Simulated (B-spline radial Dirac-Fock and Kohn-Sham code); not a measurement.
**Inner shells of Se⁸⁺**

What does theory give for Se⁸⁺? The session works out its X-ray form factor and Compton profile, the binding energy of each subshell and how cheaper methods do for the levels.

Program: B-spline radial Dirac-Fock and Kohn-Sham code, version 2. Model: a free atom or ion on a radial basis; each step names its model. All values are calculated, but those marked as tabulated.

### 1 The atom as given

The Se⁸⁺ ion, configuration [Ar] 3d8.

- nuclear charge: 34
- electrons: 26
- mass number: 80
- nuclear rms radius: 4.14 fm

Outer shells as boxes (Hund's rule, for the drawing alone; heavy ions are jj-coupled, and the calculation averages over the configuration):

```
[Ar] core
3d [↑↓][↑↓][↑↓][↑ ][↑ ]
```

### 2 X-ray scattering functions

Model: Dirac-Fock average of configuration, finite nucleus; form factor of the spherical density, Waller-Hartree incoherent function, impulse-approximation Compton profiles.

Settings, as recorded:

```ini
task = scatter
Z = 34
charge = 8
configuration = 1s2 2s2 2p6 3s2 3p6 3d8
mass_number = 80
rms_radius = 4.14  # fm
s = [0.0, 0.05, 0.1, 0.15, 0.2, 0.25, 0.3, 0.35, 0.4, 0.45, 0.5, 0.6, 0.7, 0.8, 0.9, 1.0, 1.1, 1.2, 1.4, 1.6, 1.8, 2.0, 2.5, 3.0, 3.5, 4.0, 5.0, 6.0]  # 1/A
pz = [0, 0.1, 0.2, 0.3, 0.4, 0.5, 0.6, 0.8, 1.0, 1.2, 1.4, 1.6, 1.8, 2.0, 2.5, 3.0, 4.0, 5.0, 7.0, 10.0, 15.0, 20.0, 30.0, 40.0, 60.0, 100.0]  # a.u.
photon_energy = [1000, 17479.3, 30000, 50000, 100000, 200000, 500000, 1000000]  # eV
```

From the run's result record (rounded, not every field):

```text
status: converged
form_factor [e]: [26.0, 25.882, 25.532, 24.967, 24.207, 23.285, 22.234, 21.089, 19.887, 18.662, 17.442, 15.118, 13.057, 11.322, 9.9216, 8.8228, 7.9758, 7.3257, 6.4186, 5.7929, 5.2759, 4.7936, 3.6659, 2.7502, 2.1116, 1.705, 1.2927, 1.0915]
incoherent: [2.1814e-12, 0.10937, 0.43049, 0.94344, 1.6184, 2.4195, 3.3097, 4.2539, 5.2217, 6.189, 7.1377, 8.9342, 10.561, 12.008, 13.285, 14.404, 15.384, 16.241, 17.657, 18.78, 19.703, 20.482, 21.978, 22.982, 23.646, 24.099, 24.685, 25.075]
compton_total [1/a.u.]: [2.6718, 2.6706, 2.6669, 2.6608, 2.6522, 2.6411, 2.6275, 2.5928, 2.5477, 2.4923, 2.4266, 2.3509, 2.2659, 2.1727, 1.914, 1.6422, 1.1576, 0.81622, 0.4573, 0.23632, 0.094994, 0.044788, 0.013613, 0.0050671, 0.00097323, 8.7772e-05]
shells: ["1s1/2", "2s1/2", "2p1/2", "2p3/2", "3s1/2", "3p1/2", "3p3/2", "3d3/2", "3d5/2"]
occupation: [2.0, 2.0, 2.0, 4.0, 2.0, 2.0, 4.0, 3.2, 4.8]
mean_momentum [a.u.]: [29.512, 10.107, 13.603, 13.305, 4.4542, 5.2796, 5.1962, 5.9362, 5.9048]
r2 [bohr^2]: 6.4362
r_inverse [1/bohr]: 166.48
r1 [bohr]: 10.607
coherent [b]: [444.43, 104.29, 50.279, 22.388, 6.8498, 1.9186, 0.3266, 0.082832]
incoherent_cross_section [b]: [0.093734, 7.7623, 10.181, 11.52, 11.567, 10.156, 7.4385, 5.4702]
radial_jk:
  3d: {"j0": [1.0, 0.99278, 0.97147, 0.93712, 0.89136, 0.83626, 0.77413, 0.70739, 0.63833, 0.56905, 0.50134, 0.37595, 0.26933, 0.18376, 0.11829, 0.070205, 0.036191, 0.01304, -0.011289, -0.018876, -0.018906, -0.016093, -0.0081105, -0.0034312, -0.0013209, -0.00045721, -2.3303e-06, 4.0545e-05], "j2": [0.0, 0.0028841, 0.011331, 0.024748, 0.042222, 0.062616, 0.084686, 0.10719, 0.129, 0.14914, 0.16689, 0.19339, 0.20702, 0.20893, 0.20161, 0.18796, 0.17061, 0.15165, 0.11438, 0.082599, 0.057924, 0.039776, 0.014568, 0.0049142, 0.0014502, 0.00027825, -0.00015855, -0.00012067], "j4": [0.0, 3.8538e-06, 6.0493e-05, 0.0002967, 0.00089751, 0.0020727, 0.0040201, 0.006893, 0.010776, 0.015674, 0.021512, 0.03538, 0.050738, 0.065763, 0.078948, 0.089339, 0.09654, 0.1006, 0.10075, 0.093553, 0.082644, 0.070588, 0.043688, 0.025519, 0.01467, 0.0084714, 0.0029668, 0.0011283], "r2": 0.39369, "r4": 0.2999, "r6": 0.38212}
```

The scattering functions against s = sin θ / λ:

```csv
s (1/Å),f (e),f / N,S(s)
0,26.00,1.000,0
0.100,25.53,0.982,0.4305
0.200,24.21,0.931,1.618
0.300,22.23,0.855,3.310
0.400,19.89,0.765,5.222
0.500,17.44,0.671,7.138
0.700,13.06,0.502,10.56
0.900,9.922,0.382,13.28
1.10,7.976,0.307,15.38
1.40,6.419,0.247,17.66
1.80,5.276,0.203,19.70
2.50,3.666,0.141,21.98
3.50,2.112,0.081,23.65
5.00,1.293,0.050,24.68
```

### 3 Hole states by ΔSCF

Model: Dirac-Fock average of configuration, Delta-SCF, finite nucleus, first-order Breit with its frequency dependence, self-energy and vacuum polarisation.

The run's settings:

```ini
task = binding
```

From the run's result record (rounded, not every field):

```text
status: converged
shells: ["K", "L1", "L2", "L3", "M1", "M2", "M3", "M4,5"]
total_energy_parts [Ha]: [-2406.97667, 1.28887591, -0.121781856, -0.00527317791, 0.86574791, -0.0850971686]
koopmans [eV]: [12910.6, 1862.35, 1681.44, 1639.25, 403.632, 339.09, 332.518, 225.065]
dirac_coulomb [eV]: [12867.2, 1844.04, 1660.92, 1619.15, 400.531, 335.925, 329.481, 221.747]
gaunt [eV]: [-19.7497, -1.47104, -2.72863, -1.92564, -0.188353, -0.354652, -0.228085, -0.0246514]
retardation [eV]: [1.28584, 0.0613304, 0.2936, 0.293738, 0.00798271, 0.0415451, 0.041437, 0.00332272]
breit_frequency [eV]: [0.0634669, -0.00771045, -0.00103293, 0.0277379, -0.00141966, -0.000727658, 0.00405033, -0.000643136]
self_energy [eV]: [-9.92094, -1.07598, 0.116677, 0.0237916, -0.184594, 0.0171474, 0.00284109, 0.0115991]
vacuum_polarisation [eV]: [0.99685, 0.100642, -0.00678655, -0.00770726, 0.0167887, -0.0010973, -0.00126371, -0.000935688]
binding [eV]: [12839.9, 1841.65, 1658.59, 1617.56, 400.181, 335.627, 329.3, 221.736]
mean_radius [bohr]: [0.044064, 0.1949, 0.168361, 0.172083, 0.559395, 0.563329, 0.571971, 0.572541]
```

total_energy_parts: Dirac-Coulomb, Gaunt, retardation, frequency dependence, self-energy, vacuum polarisation. 

The binding energies by parts, in eV; the parts add up.

```csv
level,-ε,relaxation,Breit,QED,binding
1s,12910.6,-43.38,-18.40,-8.92,12839.9
2s,1862.4,-18.31,-1.42,-0.98,1841.6
2p1/2,1681.4,-20.52,-2.44,0.11,1658.6
2p3/2,1639.2,-20.10,-1.60,0.02,1617.6
3s,403.6,-3.10,-0.18,-0.17,400.2
3p1/2,339.1,-3.17,-0.31,0.02,335.6
3p3/2,332.5,-3.04,-0.18,0.00,329.3
3d,225.1,-3.32,-0.02,0.01,221.7
```

Line energies follow by subtraction:

```csv
line,energy (eV)
Kβ1 (K-M3),12510.6
Kβ3 (K-M2),12504.3
Kα1 (K-L3),11222.3
Kα2 (K-L2),11181.3
Lβ3 (L1-M3),1512.3
Lβ4 (L1-M2),1506.0
Lη (L2-M1),1258.4
Lℓ (L3-M1),1217.4
```

### 4 The levels by Dirac LDA

Model: Dirac-Kohn-Sham LDA (Slater exchange, VWN correlation), finite nucleus, spherical and without spin polarisation.

The run's settings:

```ini
task = binding-ladder
method = lda,vwn
relativity = dirac
```

From the run's result record (rounded, not every field):

```text
status: converged
shells: ["K", "L1", "L2", "L3", "M1", "M2", "M3", "M4,5"]
minus_eigenvalue [eV]: [12645.0, 1769.27, 1605.88, 1564.18, 366.779, 310.488, 304.194, 206.042]
delta_scf [eV]: [12864.4, 1811.08, 1655.72, 1612.8, 384.7, 328.357, 321.866, 223.805]
total_energy [Ha]: -2404.80187
dirac_fock_binding [eV]: [12839.9, 1841.65, 1658.59, 1617.56, 400.181, 335.627, 329.3, 221.736]
```

Beside the Dirac-Fock ΔSCF result with Breit and QED, in eV:

```csv
level,-ε,miss,ΔSCF,miss,Dirac-Fock
K,12645.0,-194.9,12864.4,+24.5,12839.9
L1,1769.3,-72.4,1811.1,-30.6,1841.6
L2,1605.9,-52.7,1655.7,-2.9,1658.6
L3,1564.2,-53.4,1612.8,-4.8,1617.6
M1,366.8,-33.4,384.7,-15.5,400.2
M2,310.5,-25.1,328.4,-7.3,335.6
M3,304.2,-25.1,321.9,-7.4,329.3
"M4,5",206.0,-15.7,223.8,+2.1,221.7
```

### 5 The levels by non-relativistic HF

Model: non-relativistic Hartree-Fock, average of configuration, point nucleus.

The run's settings:

```ini
task = binding-ladder
method = hf
relativity = nr
```

From the run's result record (rounded, not every field):

```text
status: converged
shells: ["1s", "2s", "2p", "3s", "3p", "3d"]
minus_eigenvalue [eV]: [12706.2, 1815.77, 1641.87, 394.968, 332.326, 226.159]
delta_scf [eV]: [12664.1, 1797.92, 1621.95, 392.005, 329.318, 222.831]
total_energy [Ha]: -2378.24211
```

Against the Dirac-Fock value with Breit and QED (eV):

```csv
level,-ε,miss,ΔSCF,miss,Dirac-Fock
1s,12706.2,-133.7,12664.1,-175.8,12839.9
2s,1815.8,-25.9,1797.9,-43.7,1841.6
2p,1641.9,+10.6,1622.0,-9.3,1631.2
3s,395.0,-5.2,392.0,-8.2,400.2
3p,332.3,+0.9,329.3,-2.1,331.4
3d,226.2,+4.4,222.8,+1.1,221.7
```

Spin-orbit partners are averaged with weights 2j + 1.

### 6 Cost and miss by method

| method | level | eigenvalue miss (%) | ΔSCF miss (%) | time |
| --- | --- | --- | --- | --- |
| Dirac LDA | K | -1.52 | +0.19 | 1.6 s |
| non-relativistic HF | 1s | -1.04 | -1.37 | 0.2 s |
| Dirac-Fock + Breit + QED | all | - | reference | 2.5 s |

Times cover the ground state and all hole states of a step, on one thread of a shared host; states solved in an earlier step are reused, and a first call can include compiling.

### 7 Outcome

| quantity | value |
| --- | --- |
| rms radius of the electron cloud | 0.498 bohr |
| form factor halves at | 0.70 1/Å |
| Compton profile at zero | 2.672 1/a.u. |
| deepest level listed, K (1s) | 12839.9 eV |
| least bound, M4,5 (3d) | 221.7 eV |
| Kα1 | 11222.3 eV |
| ionisation energy, NIST (theoretical) | 219.000 eV |
| Dirac LDA, K: eigenvalue / ΔSCF | 12645.0 / 12864.4 eV |
| non-relativistic HF, 1s: eigenvalue / ΔSCF | 12706.2 / 12664.1 eV |

What this shows: The form factor starts at the 26 electrons and halves by s = 0.70 1/Å. Incoherent scattering outweighs coherent from 100 keV on, among the energies asked. For K (1s), relaxation takes off 43.4 eV, Breit terms shift it by -18.40 and QED by -8.92 eV. NIST's ionisation energy differs by -2.74 eV from the least binding energy; the calculation averages open shells over their j components and terms. Dirac LDA misses the K level by -1.5 % with its eigenvalue and by +0.2 % with ΔSCF, so total-energy differences mend most of the error. Non-relativistic HF misses the 1s level by -1.0 % with its eigenvalue and by -1.4 % with ΔSCF, as relativity is missing. The Hartree-Fock and Dirac-Fock values hold no electron correlation.
